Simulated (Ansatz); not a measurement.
# GaH₄+ (singlet): from Hartree-Fock to the top rungs at distance Ga1–H2 = 1.895 Å, cc-pVDZ

How much of the correlation energy of GaH₄+ (singlet) does each wave-function method recover here?

The runs use Ansatz 0.2.0, Gaussian basis; cc-pVDZ, core rule «outside noble gas», up to 14 orbitals frozen.

The runs, in order: UHF; CCSD(T) on RHF; BCCD(T) on RHF; CISD; CCSDT(Q) on RHF; CASSCF and MRCISD+Q, 2 electrons in 2 orbitals; CASSCF and NEVPT2, 2 electrons in 2 orbitals; Full CI.

35 further runs of the same task are left out: 22 for a known fault of the program, 10 that didn't finish, 3 set aside as unsound or not needed.

**1. The system**

The geometry derives from a PBE0/def2-TZVP stationary point (not a proven minimum). One bond is set to the value named and the two fragments are kept rigid. No spin-orbit coupling is included. The filled d shell of Ga may be among the frozen orbitals whatever the setting's name suggests; the logs give the count.

5 atoms, charge 1, spin multiplicity 1.

Atoms are counted from 1 here; the program's logs count them from 0.

Bond lengths: Ga1–H2 1.895 Å, Ga1–H4 1.527 Å, H3–H5 0.765 Å. Angles: H2–Ga1–H4 169.3°.

**2. UHF**

Contents of in.yaml:

```yaml
crystal:
  periodic: [false, false, false]
  atoms:
    - {symbol: Ga, position_ang: [0.000000, -0.005002, -0.054724]}
    - {symbol: H, position_ang: [0.000000, 1.881706, -0.231799]}
    - {symbol: H, position_ang: [0.000000, 0.377520, 2.107360]}
    - {symbol: H, position_ang: [0.000000, -1.525675, -0.197445]}
    - {symbol: H, position_ang: [0.000000, -0.387524, 2.107360]}
basis:
  gaussian: {orbitals: cc-pVDZ}
total_charge: 1
magnetization: {spin_polarized: true, initial_magnetization: 0}
hamiltonian: {xc: hf}
output: {orbitals: {seedname: orbitals}}
```

Started as:

```
ansatz run in.yaml --threads 1 --pin off --events-out ev --progress --plain --max-ram 2393MiB
```

Further steps of the session: CCSD(T) on RHF; BCCD(T) on RHF; CISD; CCSDT(Q) on RHF; CASSCF and MRCISD+Q, 2 electrons in 2 orbitals; CASSCF and NEVPT2, 2 electrons in 2 orbitals; Full CI.

**Question.** What will the summary of the whole plan be? Wanted: FCI below the RHF energy; RMP2 from FCI; RCCSD from FCI; RCCSD(T) from FCI; RCCSDT(Q) from FCI; NEVPT2 pair from FCI; MRCISD+Q pair from FCI; T1 diagnostic; effectively unpaired electrons.

The runs gave:

| quantity | value |
| --- | --- |
| FCI below the RHF energy | -2.9813 eV |
| RMP2 from FCI | +790.0 meV |
| RCCSD from FCI | +46.5 meV |
| RCCSD(T) from FCI | +13.4 meV |
| RCCSDT(Q) from FCI | +0.4 meV |
| NEVPT2 pair from FCI | +646.2 meV |
| MRCISD+Q pair from FCI | -24.9 meV |
| levels within 1 kcal/mol (43 meV) | RCCSD(T), BCCD(T), RCCSDT, RCCSDT(Q), MRCISD+Q pair |
| T1 diagnostic | 0.012 |
| effectively unpaired electrons | 0.06 |

In words: RCCSD(T) lands +13.4 meV from the yardstick (0.4 % of the correlation energy). MRCISD+Q pair falls below full CI: the +Q correction isn't variational, and the cores differ from full CI's. One determinant dominates. Of the multireference levels listed MRCISD+Q pair comes nearest in total energy (-24.9 meV), which doesn't show that its space is the better one. These misses are within one basis, not against nature.
